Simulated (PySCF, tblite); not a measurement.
# CHBr3: changes of charge

Aim: compute the changes of charge of CHBr3 (`BrC(Br)Br`).

Programs: tblite 0.8.0 and PySCF 2.14.0, with routines of our own; each step states its level. All values are computed. Atoms count from 0.

### 1 The starting structure

5 atoms, charge 0, multiplicity 1; geometry from: start built from the parent or by distance geometry.

### 2 Geometry optimisation with GFN2-xTB

Job settings and geometry (Å):

```
{"job": {"kind": "relax", "xc": "GFN2-xTB", "basis": "xTB"}, "charge": 0, "multiplicity": 1}
Br    -1.375200    -1.175900    -0.486400
C     -0.030500     0.018200     0.146700
Br    -0.291900     1.799900    -0.459300
Br     1.681700    -0.599700    -0.529500
H      0.033200    -0.036800     1.294200
```

The run is started by

```
$ OMP_NUM_THREADS=1 python redox_run.py task.json out
```

This one command runs all jobs of the session in turn.

Standard output:

```text
step      E/eV     max force
  0    -404.53678    1.615
  1    -404.59186    0.582
  2    -404.60527    0.522
  3    -404.61221    0.487
  4    -404.62428    0.231
  5    -404.62591    0.190
  6    -404.62886    0.093
  7    -404.62911    0.051
  8    -404.62919    0.033
  9    -404.62925    0.029
 10    -404.62932    0.026
 11    -404.62935    0.013
 12    -404.62935    0.007
```

It took 0.05 s on 1 thread of Intel Xeon Platinum 8559C, shared host.

The steps of the relaxation:

| step | energy from step 0 (eV) | largest force (eV/Å) |
| --- | --- | --- |
| 0 | 0.0000 | 1.6152 |
| 1 | -0.0551 | 0.5823 |
| 2 | -0.0685 | 0.5223 |
| 3 | -0.0754 | 0.4874 |
| 4 | -0.0875 | 0.2313 |
| 5 | -0.0891 | 0.1900 |
| 6 | -0.0921 | 0.0931 |
| 7 | -0.0923 | 0.0505 |
| 8 | -0.0924 | 0.0327 |
| 9 | -0.0925 | 0.0290 |
| 10 | -0.0925 | 0.0258 |
| 11 | -0.0926 | 0.0131 |
| 12 | -0.0926 | 0.0070 |

Distances of close pairs at the start and the end, largest changes first:

| bond | before (Å) | after (Å) | change (Å) |
| --- | --- | --- | --- |
| C1–H4 | 1.151 | 1.089 | -0.061 |
| C1–Br2 | 1.900 | 1.942 | +0.042 |
| Br0–C1 | 1.907 | 1.942 | +0.035 |
| C1–Br3 | 1.942 | 1.941 | -0.001 |

The end geometry stands in the next job.

### 3 Infrared spectrum with GFN2-xTB

Job settings and geometry (Å):

```
{"job": {"kind": "ir", "xc": "GFN2-xTB", "basis": "xTB"}, "charge": 0, "multiplicity": 1}
Br    -1.416218    -1.178892    -0.464823
C      0.005404    -0.001305     0.137398
Br    -0.323675     1.826617    -0.428943
Br     1.729672    -0.619991    -0.504275
H      0.022061    -0.020724     1.226272
```

Standard output:

```text
mode    cm-1     km/mol
  1     129.1      9.37
  2     129.4      9.36
  3     192.1      8.57
  4     512.1      1.76
  5     535.8      5.70
  6     536.5      5.67
  7    1121.0    181.82
  8    1121.5    183.08
  9    2963.9      0.64
ZPE 43.312  H(298)-E 60.034  G(298)-E -40.159 kJ/mol  S 336.05 J/(mol K)
```

It took 0.12 s on 1 thread of Intel Xeon Platinum 8559C, shared host.

Which atoms move in the most intense modes:

| cm⁻¹ | km/mol | atoms |
| --- | --- | --- |
| 129 | 9.4 | Br0 34 %, Br2 33 %, Br3 30 % |
| 129 | 9.4 | Br3 35 %, Br2 32 %, Br0 31 % |
| 192 | 8.6 | Br3 31 %, Br2 31 %, Br0 31 % |
| 512 | 1.8 | C1 82 % |
| 536 | 5.7 | C1 88 % |
| 536 | 5.7 | C1 88 % |
| 1121 | 181.8 | H4 95 % |
| 1122 | 183.1 | H4 95 % |

### 4 Optimising the geometry at PBE0-D3(BJ)/ma-def2-SVP

Job settings and geometry (Å):

```
{"job": {"xc": "PBE0", "basis": "ma-def2-SVP", "d3": "d3bj", "grid": 1, "kind": "geom"}, "charge": 0, "multiplicity": 1}
Br    -1.416218    -1.178892    -0.464823
C      0.005404    -0.001305     0.137398
Br    -0.323675     1.826617    -0.428943
Br     1.729672    -0.619991    -0.504275
H      0.022061    -0.020724     1.226272
```

Standard output:

```text
step   0  E = -7759.26720315  max force = 0.014447
step   1  E = -7759.26766895  max force = 0.005090
step   2  E = -7759.26770195  max force = 0.000298
step   3  E = -7759.26770245  max force = 0.000081
optimisation converged
```

Run time: 28 s. Hardware: 1 thread of Intel Xeon Platinum 8559C, shared host; peak memory 0.6 GiB.

Along the way:

| step | energy from step 0 (eV) | largest force component (eV/Å) |
| --- | --- | --- |
| 0 | 0.0000 | 0.7429 |
| 1 | -0.0127 | 0.2617 |
| 2 | -0.0136 | 0.0153 |
| 3 | -0.0136 | 0.0042 |

Close pairs (by a distance rule), those that changed most:

| bond | before (Å) | after (Å) | change (Å) |
| --- | --- | --- | --- |
| C1–Br2 | 1.942 | 1.925 | -0.016 |
| C1–Br3 | 1.941 | 1.925 | -0.016 |
| Br0–C1 | 1.942 | 1.926 | -0.016 |
| C1–H4 | 1.089 | 1.093 | +0.004 |

The end geometry stands in the next job.

| at the end point | value |
| --- | --- |
| point group (found at 0.08 Å tolerance) | C3v |
| rotational constants (GHz, main isotopes) | 1.240, 1.239, 0.629 |
| dipole moment (D) | 0.94 |

### 5 Harmonic vibrations (CHBr₃): PBE0-D3(BJ)/ma-def2-SVP

Job settings and geometry (Å):

```
{"job": {"xc": "PBE0", "basis": "ma-def2-SVP", "d3": "d3bj", "grid": 2, "kind": "hessian"}, "charge": 0, "multiplicity": 1}
Br     0.881447     1.618707    -0.455174
C      0.004364     0.000687     0.111582
Br     0.958405    -1.570292    -0.462260
Br    -1.841467    -0.042133    -0.432907
H      0.015084    -0.001295     1.204901
```

Standard output:

```text
coarse grid: 29648 points
cycle   1  E = -7759.2186477262  dE = -2.798e+00  |g| = 4.339e-01  |ddm| = 2.666e+00
cycle   2  E = -7759.0896980975  dE =  1.289e-01  |g| = 8.390e-01  |ddm| = 1.191e+00
cycle   3  E = -7759.2674306448  dE = -1.777e-01  |g| = 5.992e-02  |ddm| = 7.915e-01
cycle   4  E = -7759.2676619098  dE = -2.313e-04  |g| = 1.532e-02  |ddm| = 5.417e-02
cycle   5  E = -7759.2677016347  dE = -3.972e-05  |g| = 1.775e-03  |ddm| = 2.032e-02
cycle   6  E = -7759.2677023990  dE = -7.643e-07  |g| = 4.113e-04  |ddm| = 3.775e-03
final grid: 55808 points
cycle   7  E = -7759.2676725148  dE = -3.064e-08  |g| = 3.535e-04  |ddm| = 1.411e-03
cycle   8  E = -7759.2676725193  dE = -4.515e-09  |g| = 3.310e-04  |ddm| = 8.394e-04
cycle   9  E = -7759.2676725373  dE = -1.799e-08  |g| = 8.435e-05  |ddm| = 3.878e-04
cycle  10  E = -7759.2676725391  dE = -1.824e-09  |g| = 8.072e-06  |ddm| = 8.382e-05
cycle  11  E = -7759.2676725391  dE =  1.455e-11  |g| = 1.208e-06  |ddm| = 1.188e-05
converged SCF energy = -7759.2676725391

mode    cm-1
  1     156.1
  2     156.1
  3     230.7
  4     547.7
  5     674.6
  6     675.5
  7    1164.9
  8    1165.2
  9    3208.7
ZPE 47.728  H(298)-E 63.566  G(298)-E -34.752 kJ/mol  S 329.76 J/(mol K)
```

It took 2.3 min on 1 thread of Intel Xeon Platinum 8559C, shared host; peak memory 1.9 GiB.

Zero-point energy 47.73 kJ/mol (xTB gave 43.31).

### 6 Single point (CHBr3): wB97X-D3(BJ)/ma-def2-TZVP

Geometry: PBE0-D3(BJ)/ma-def2-SVP.

Job settings and geometry (Å):

```
{"job": {"kind": "sp", "xc": "wB97X", "basis": "ma-def2-TZVP", "d3": "d3bj", "grid": 2}, "charge": 0, "multiplicity": 1}
Br     0.881447     1.618707    -0.455174
C      0.004364     0.000687     0.111582
Br     0.958405    -1.570292    -0.462260
Br    -1.841467    -0.042133    -0.432907
H      0.015084    -0.001295     1.204901
```

Standard output:

```text
coarse grid: 29648 points
cycle   1  E = -7760.8001128292  dE = -2.659e+00  |g| = 7.710e-01  |ddm| = 2.092e+00
cycle   2  E = -7760.7287780528  dE =  7.133e-02  |g| = 9.745e-01  |ddm| = 1.017e+00
cycle   3  E = -7760.9379070665  dE = -2.091e-01  |g| = 1.083e-01  |ddm| = 5.639e-01
cycle   4  E = -7760.9389887140  dE = -1.082e-03  |g| = 3.802e-02  |ddm| = 7.288e-02
cycle   5  E = -7760.9393592115  dE = -3.705e-04  |g| = 4.858e-03  |ddm| = 4.013e-02
cycle   6  E = -7760.9393866307  dE = -2.742e-05  |g| = 1.495e-03  |ddm| = 1.762e-02
cycle   7  E = -7760.9393884568  dE = -1.826e-06  |g| = 5.457e-04  |ddm| = 4.560e-03
final grid: 55808 points
cycle   8  E = -7760.9393734062  dE = -1.647e-07  |g| = 3.021e-04  |ddm| = 1.163e-03
cycle   9  E = -7760.9393734417  dE = -3.558e-08  |g| = 2.691e-04  |ddm| = 5.923e-04
cycle  10  E = -7760.9393734608  dE = -1.906e-08  |g| = 7.084e-05  |ddm| = 2.092e-04
cycle  11  E = -7760.9393734648  dE = -3.973e-09  |g| = 4.419e-05  |ddm| = 1.566e-04
converged SCF energy = -7760.9393734648
```

Run time: 9.7 s. Hardware: 1 thread of Intel Xeon Platinum 8559C, shared host; peak memory 0.74 GiB.

### 7 Single point (CHBr₃+ (doublet)): wB97X-D3(BJ)/ma-def2-TZVP

Geometry: PBE0-D3(BJ)/ma-def2-SVP, that of another charge or spin state.

Job settings and geometry (Å):

```
{"job": {"kind": "sp", "xc": "wB97X", "basis": "ma-def2-TZVP", "d3": "d3bj", "grid": 2}, "charge": 1, "multiplicity": 2}
Br     0.881447     1.618707    -0.455174
C      0.004364     0.000687     0.111582
Br     0.958405    -1.570292    -0.462260
Br    -1.841467    -0.042133    -0.432907
H      0.015084    -0.001295     1.204901
```

Standard output:

```text
final grid: 55808 points
cycle   1  E = -7760.5473859466  dE = -1.139e-09  |g| = 1.495e-05  |ddm| = 5.333e-05
converged SCF energy = -7760.5473859466
```

Run time: 59 s. Hardware: 1 thread of Intel Xeon Platinum 8559C, shared host; peak memory 0.78 GiB.

### 8 Geometry optimisation with GFN2-xTB

This step treats CHBr₃+ (doublet), labelled `BrC(Br)[Br+]` (the label fixes atoms and charge, not where charge and spin sit).

Job settings and geometry (Å):

```
{"job": {"kind": "relax", "xc": "GFN2-xTB", "basis": "xTB"}, "charge": 1, "multiplicity": 2}
Br     0.897700     1.612600    -0.460500
C     -0.006400     0.009300     0.088600
Br     0.975900    -1.577900    -0.459100
Br    -1.844000    -0.027500    -0.453500
H      0.011900    -0.005100     1.216200
```

Standard output:

```text
step      E/eV     max force
  0    -389.35378    0.929
  1    -389.37120    0.349
  2    -389.37685    0.205
  3    -389.37851    0.158
  4    -389.37954    0.031
  5    -389.37958    0.025
  6    -389.37967    0.039
  7    -389.37975    0.042
  8    -389.37980    0.026
  9    -389.37981    0.014
 10    -389.37982    0.014
 11    -389.37984    0.017
 12    -389.37985    0.014
 13    -389.37985    0.006
```

Run time: 0.06 s. Hardware: 1 thread of Intel Xeon Platinum 8559C, shared host.

The steps of the relaxation:

| step | energy from step 0 (eV) | largest force (eV/Å) |
| --- | --- | --- |
| 0 | 0.0000 | 0.9291 |
| 1 | -0.0174 | 0.3486 |
| 2 | -0.0231 | 0.2046 |
| 3 | -0.0247 | 0.1582 |
| 4 | -0.0258 | 0.0305 |
| 5 | -0.0258 | 0.0249 |
| 6 | -0.0259 | 0.0391 |
| 7 | -0.0260 | 0.0419 |
| 8 | -0.0260 | 0.0261 |
| 9 | -0.0260 | 0.0143 |
| 10 | -0.0260 | 0.0144 |
| 11 | -0.0261 | 0.0171 |
| 12 | -0.0261 | 0.0143 |
| 13 | -0.0261 | 0.0062 |

Distances of close pairs at the start and the end, largest changes first:

| bond | before (Å) | after (Å) | change (Å) |
| --- | --- | --- | --- |
| C1–Br3 | 1.916 | 1.954 | +0.037 |
| Br0–C1 | 1.921 | 1.954 | +0.033 |
| C1–H4 | 1.128 | 1.100 | -0.027 |
| C1–Br2 | 1.945 | 1.954 | +0.009 |

The end geometry stands in the next job.

### 9 Harmonic vibrations with GFN2-xTB

Job settings and geometry (Å):

```
{"job": {"kind": "ir", "xc": "GFN2-xTB", "basis": "xTB"}, "charge": 1, "multiplicity": 2}
Br     0.908007     1.640230    -0.461258
C      0.007019     0.002337     0.107250
Br     0.973854    -1.597229    -0.463882
Br    -1.862737    -0.035263    -0.457950
H      0.008934     0.001304     1.207612
```

Standard output:

```text
mode    cm-1     km/mol
  1     109.8      4.94
  2     109.9      4.95
  3     164.9      7.02
  4     391.7      0.27
  5     470.0     70.27
  6     470.8     70.67
  7    1022.4     20.07
  8    1022.7     20.54
  9    2825.8     41.11
ZPE 39.405  H(298)-E 57.010  G(298)-E -46.766 kJ/mol  S 348.06 J/(mol K)
```

Wall time 0.15 s (1 thread of Intel Xeon Platinum 8559C, shared host).

The strongest bands and the atoms that carry them (share of the mass-weighted mode):

| cm⁻¹ | km/mol | atoms |
| --- | --- | --- |
| 110 | 4.9 | Br2 35 %, Br0 32 %, Br3 30 % |
| 110 | 5.0 | Br3 34 %, Br0 33 %, Br2 30 % |
| 165 | 7.0 | Br3 28 %, Br0 28 %, Br2 28 %, C1 15 % |
| 470 | 70.3 | C1 88 % |
| 471 | 70.7 | C1 88 % |
| 1022 | 20.1 | H4 96 % |
| 1023 | 20.5 | H4 96 % |
| 2826 | 41.1 | H4 93 % |

### 10 Geometry optimisation at PBE0-D3(BJ)/ma-def2-SVP

This step treats CHBr3+ (doublet), labelled `BrC(Br)[Br+]` (the label fixes atoms and charge, not where charge and spin sit).

Job settings and geometry (Å):

```
{"job": {"xc": "PBE0", "basis": "ma-def2-SVP", "d3": "d3bj", "grid": 1, "kind": "geom"}, "charge": 1, "multiplicity": 2}
Br     0.908007     1.640230    -0.461258
C      0.007019     0.002337     0.107250
Br     0.973854    -1.597229    -0.463882
Br    -1.862737    -0.035263    -0.457950
H      0.008934     0.001304     1.207612
```

Standard output:

```text
step   0  E = -7758.88920323  max force = 0.020480
step   1  E = -7758.89157280  max force = 0.017656
step   2  E = -7758.89320346  max force = 0.003597
step   3  E = -7758.89330026  max force = 0.001205
step   4  E = -7758.89330321  max force = 0.000042
optimisation converged
```

It took 59 s on 1 thread of Intel Xeon Platinum 8559C, shared host; peak memory 0.67 GiB.

Step by step:

| step | energy from step 0 (eV) | largest force component (eV/Å) |
| --- | --- | --- |
| 0 | 0.0000 | 1.0531 |
| 1 | -0.0645 | 0.9079 |
| 2 | -0.1089 | 0.1850 |
| 3 | -0.1115 | 0.0620 |
| 4 | -0.1116 | 0.0022 |

Close pairs (by a distance rule), those that changed most:

| bond | before (Å) | after (Å) | change (Å) |
| --- | --- | --- | --- |
| C1–Br2 | 1.954 | 1.908 | -0.047 |
| Br0–C1 | 1.954 | 1.908 | -0.046 |
| C1–Br3 | 1.954 | 1.908 | -0.046 |
| C1–H4 | 1.100 | 1.097 | -0.003 |

The next job starts from the end point, and lists it.

| at the end point | value |
| --- | --- |
| point group (found at 0.08 Å tolerance) | C3v |
| rotational constants (GHz, main isotopes) | 1.294, 1.293, 0.659 |
| ⟨S²⟩ | 0.753 |

### 11 Harmonic vibrations (CHBr3+ (doublet), BrC(Br)[Br+]): PBE0-D3(BJ)/ma-def2-SVP

Job settings and geometry (Å):

```
{"job": {"xc": "PBE0", "basis": "ma-def2-SVP", "d3": "d3bj", "grid": 2, "kind": "hessian"}, "charge": 1, "multiplicity": 2}
Br     0.081763     1.800557    -0.484658
C      0.006812     0.002191     0.147526
Br     1.526754    -0.960547    -0.487060
Br    -1.586993    -0.831056    -0.488870
H      0.006061     0.000596     1.244750
```

Standard output:

```text
coarse grid: 29648 points
cycle   1  E = -7758.8213178845  dE = -2.343e+00  |g| = 3.679e-01  |ddm| = 2.037e+00
cycle   2  E = -7758.6954977186  dE =  1.258e-01  |g| = 6.316e-01  |ddm| = 1.029e+00
cycle   3  E = -7758.8909122344  dE = -1.954e-01  |g| = 9.108e-02  |ddm| = 6.379e-01
cycle   4  E = -7758.8931345127  dE = -2.222e-03  |g| = 1.980e-02  |ddm| = 1.126e-01
cycle   5  E = -7758.8933004379  dE = -1.659e-04  |g| = 2.001e-03  |ddm| = 2.314e-02
cycle   6  E = -7758.8933028970  dE = -2.459e-06  |g| = 6.091e-04  |ddm| = 6.174e-03
final grid: 55808 points
cycle   7  E = -7758.8932651228  dE = -7.450e-08  |g| = 6.128e-04  |ddm| = 2.859e-03
cycle   8  E = -7758.8932648074  dE =  3.154e-07  |g| = 9.521e-04  |ddm| = 3.143e-03
cycle   9  E = -7758.8932653290  dE = -5.216e-07  |g| = 2.176e-04  |ddm| = 1.978e-03
cycle  10  E = -7758.8932653598  dE = -3.086e-08  |g| = 3.642e-05  |ddm| = 4.816e-04
cycle  11  E = -7758.8932653608  dE = -9.459e-10  |g| = 3.660e-05  |ddm| = 1.015e-04
cycle  12  E = -7758.8932653620  dE = -1.261e-09  |g| = 5.871e-06  |ddm| = 8.574e-05
cycle  13  E = -7758.8932653620  dE = -1.273e-11  |g| = 2.263e-06  |ddm| = 1.503e-05
converged SCF energy = -7758.8932653620

mode    cm-1
  1      66.8
  2      67.0
  3     223.9
  4     567.8
  5     641.2
  6     641.4
  7    1152.8
  8    1152.9
  9    3187.8
ZPE 46.066  H(298)-E 62.862  G(298)-E -39.268 kJ/mol  S 342.54 J/(mol K)
```

Wall time 4.1 min (1 thread of Intel Xeon Platinum 8559C, shared host); peak memory 2.3 GiB.

Zero-point energy 46.07 kJ/mol (xTB gave 39.41).

### 12 Single point (CHBr3): wB97X-D3(BJ)/ma-def2-TZVP

Geometry: PBE0-D3(BJ)/ma-def2-SVP, that of another charge or spin state.

Job settings and geometry (Å):

```
{"job": {"kind": "sp", "xc": "wB97X", "basis": "ma-def2-TZVP", "d3": "d3bj", "grid": 2}, "charge": 0, "multiplicity": 1}
Br     0.081763     1.800557    -0.484658
C      0.006812     0.002191     0.147526
Br     1.526754    -0.960547    -0.487060
Br    -1.586993    -0.831056    -0.488870
H      0.006061     0.000596     1.244750
```

Standard output:

```text
coarse grid: 29648 points
cycle   1  E = -7760.8013080458  dE = -2.588e+00  |g| = 7.687e-01  |ddm| = 2.108e+00
cycle   2  E = -7760.7350962838  dE =  6.621e-02  |g| = 9.613e-01  |ddm| = 1.015e+00
cycle   3  E = -7760.9372978680  dE = -2.022e-01  |g| = 1.055e-01  |ddm| = 5.583e-01
cycle   4  E = -7760.9383241527  dE = -1.026e-03  |g| = 3.726e-02  |ddm| = 7.153e-02
cycle   5  E = -7760.9386663447  dE = -3.422e-04  |g| = 4.625e-03  |ddm| = 3.848e-02
cycle   6  E = -7760.9386894029  dE = -2.306e-05  |g| = 1.468e-03  |ddm| = 1.612e-02
cycle   7  E = -7760.9386909190  dE = -1.516e-06  |g| = 5.106e-04  |ddm| = 4.126e-03
final grid: 55808 points
cycle   8  E = -7760.9386780547  dE = -1.308e-07  |g| = 2.941e-04  |ddm| = 1.090e-03
cycle   9  E = -7760.9386780802  dE = -2.546e-08  |g| = 2.627e-04  |ddm| = 5.485e-04
cycle  10  E = -7760.9386780973  dE = -1.714e-08  |g| = 6.073e-05  |ddm| = 1.965e-04
cycle  11  E = -7760.9386780998  dE = -2.425e-09  |g| = 3.593e-05  |ddm| = 1.163e-04
converged SCF energy = -7760.9386780998
```

It took 9.9 s on 1 thread of Intel Xeon Platinum 8559C, shared host; peak memory 0.74 GiB.

### 13 Single point (CHBr₃+ (doublet), BrC(Br)[Br+]): wB97X-D3(BJ)/ma-def2-TZVP

Geometry: PBE0-D3(BJ)/ma-def2-SVP.

Job settings and geometry (Å):

```
{"job": {"kind": "sp", "xc": "wB97X", "basis": "ma-def2-TZVP", "d3": "d3bj", "grid": 2}, "charge": 1, "multiplicity": 2}
Br     0.081763     1.800557    -0.484658
C      0.006812     0.002191     0.147526
Br     1.526754    -0.960547    -0.487060
Br    -1.586993    -0.831056    -0.488870
H      0.006061     0.000596     1.244750
```

Standard output:

```text
final grid: 55808 points
cycle   1  E = -7760.5475027129  dE = -1.720e-02  |g| = 1.161e-01  |ddm| = 3.199e-01
cycle   2  E = -7760.5491958587  dE = -1.693e-03  |g| = 8.992e-02  |ddm| = 1.371e-01
cycle   3  E = -7760.5510792494  dE = -1.883e-03  |g| = 1.170e-02  |ddm| = 4.797e-02
cycle   4  E = -7760.5511381465  dE = -5.890e-05  |g| = 5.355e-03  |ddm| = 1.041e-02
cycle   5  E = -7760.5511551046  dE = -1.696e-05  |g| = 9.406e-04  |ddm| = 5.029e-03
cycle   6  E = -7760.5511564786  dE = -1.374e-06  |g| = 2.131e-04  |ddm| = 2.283e-03
cycle   7  E = -7760.5511565546  dE = -7.601e-08  |g| = 7.999e-05  |ddm| = 4.820e-04
cycle   8  E = -7760.5511565689  dE = -1.429e-08  |g| = 2.903e-05  |ddm| = 2.578e-04
cycle   9  E = -7760.5511565711  dE = -2.228e-09  |g| = 1.292e-05  |ddm| = 9.281e-05
converged SCF energy = -7760.5511565711
```

Wall time 15 s (1 thread of Intel Xeon Platinum 8559C, shared host); peak memory 0.77 GiB.

### 14 Single point (CHBr3): wB97X-D3(BJ)/ma-def2-TZVP in N,N-dimethylformamide

Geometry: PBE0-D3(BJ)/ma-def2-SVP.

Job settings and geometry (Å):

```
{"job": {"kind": "sp", "xc": "wB97X", "basis": "ma-def2-TZVP", "d3": "d3bj", "grid": 2, "solvent": "N,N-dimethylformamide"}, "charge": 0, "multiplicity": 1}
Br     0.881447     1.618707    -0.455174
C      0.004364     0.000687     0.111582
Br     0.958405    -1.570292    -0.462260
Br    -1.841467    -0.042133    -0.432907
H      0.015084    -0.001295     1.204901
```

Standard output:

```text
final grid: 55808 points
cycle   1  E = -7760.9438042594  dE = -4.440e-04  |g| = 1.038e-02  |ddm| = 9.602e-02
cycle   2  E = -7760.9438406471  dE = -3.639e-05  |g| = 7.055e-03  |ddm| = 2.968e-02
cycle   3  E = -7760.9438524988  dE = -1.185e-05  |g| = 2.699e-03  |ddm| = 7.808e-03
cycle   4  E = -7760.9438550667  dE = -2.568e-06  |g| = 6.135e-04  |ddm| = 5.734e-03
cycle   5  E = -7760.9438552629  dE = -1.961e-07  |g| = 6.720e-05  |ddm| = 2.302e-03
cycle   6  E = -7760.9438552655  dE = -2.628e-09  |g| = 2.713e-05  |ddm| = 1.939e-04
converged SCF energy = -7760.9438552655
```

Run time: 7.3 s. Hardware: 1 thread of Intel Xeon Platinum 8559C, shared host; peak memory 0.77 GiB.

### 15 Single point (CHBr3+ (doublet), BrC(Br)[Br+]): wB97X-D3(BJ)/ma-def2-TZVP in N,N-dimethylformamide

Geometry: PBE0-D3(BJ)/ma-def2-SVP.

Job settings and geometry (Å):

```
{"job": {"kind": "sp", "xc": "wB97X", "basis": "ma-def2-TZVP", "d3": "d3bj", "grid": 2, "solvent": "N,N-dimethylformamide"}, "charge": 1, "multiplicity": 2}
Br     0.081763     1.800557    -0.484658
C      0.006812     0.002191     0.147526
Br     1.526754    -0.960547    -0.487060
Br    -1.586993    -0.831056    -0.488870
H      0.006061     0.000596     1.244750
```

Standard output:

```text
final grid: 55808 points
cycle   1  E = -7760.6383324809  dE = -6.161e-04  |g| = 1.758e-02  |ddm| = 7.629e-02
cycle   2  E = -7760.6383467349  dE = -1.425e-05  |g| = 1.803e-02  |ddm| = 3.158e-02
cycle   3  E = -7760.6385036810  dE = -1.569e-04  |g| = 1.684e-03  |ddm| = 1.194e-02
cycle   4  E = -7760.6385060123  dE = -2.331e-06  |g| = 6.579e-04  |ddm| = 4.600e-03
cycle   5  E = -7760.6385062515  dE = -2.392e-07  |g| = 1.460e-04  |ddm| = 1.687e-03
cycle   6  E = -7760.6385062639  dE = -1.243e-08  |g| = 2.907e-05  |ddm| = 2.932e-04
cycle   7  E = -7760.6385062669  dE = -2.990e-09  |g| = 1.579e-05  |ddm| = 1.159e-04
converged SCF energy = -7760.6385062669
```

It took 13 s on 1 thread of Intel Xeon Platinum 8559C, shared host; peak memory 0.77 GiB.

### 16 Single point (CHBr₃− (doublet)): wB97X-D3(BJ)/ma-def2-TZVP

Geometry: PBE0-D3(BJ)/ma-def2-SVP, that of another charge or spin state.

Job settings and geometry (Å):

```
{"job": {"kind": "sp", "xc": "wB97X", "basis": "ma-def2-TZVP", "d3": "d3bj", "grid": 2}, "charge": -1, "multiplicity": 2}
Br     0.881447     1.618707    -0.455174
C      0.004364     0.000687     0.111582
Br     0.958405    -1.570292    -0.462260
Br    -1.841467    -0.042133    -0.432907
H      0.015084    -0.001295     1.204901
```

Standard output:

```text
final grid: 55808 points
cycle   1  E = -7760.9175178921  dE = -1.901e-03  |g| = 2.148e-01  |ddm| = 4.929e-01
cycle   2  E = -7760.9050686827  dE =  1.245e-02  |g| = 2.752e-01  |ddm| = 6.851e-01
cycle   3  E = -7760.9412068757  dE = -3.614e-02  |g| = 1.925e-02  |ddm| = 2.693e-01
cycle   4  E = -7760.9414044271  dE = -1.976e-04  |g| = 7.075e-03  |ddm| = 4.394e-02
cycle   5  E = -7760.9415319758  dE = -1.275e-04  |g| = 2.782e-03  |ddm| = 5.999e-02
cycle   6  E = -7760.9415810556  dE = -4.908e-05  |g| = 1.086e-03  |ddm| = 5.598e-02
cycle   7  E = -7760.9415871898  dE = -6.134e-06  |g| = 3.841e-04  |ddm| = 2.164e-02
cycle   8  E = -7760.9415879643  dE = -7.745e-07  |g| = 1.461e-04  |ddm| = 7.090e-03
cycle   9  E = -7760.9415880774  dE = -1.131e-07  |g| = 6.069e-05  |ddm| = 2.197e-03
cycle  10  E = -7760.9415881033  dE = -2.582e-08  |g| = 2.885e-05  |ddm| = 1.630e-03
cycle  11  E = -7760.9415881103  dE = -7.007e-09  |g| = 1.573e-05  |ddm| = 1.300e-03
converged SCF energy = -7760.9415881103
```

Run time: 17 s. Hardware: 1 thread of Intel Xeon Platinum 8559C, shared host; peak memory 0.77 GiB.

[end of part 1 of 3]
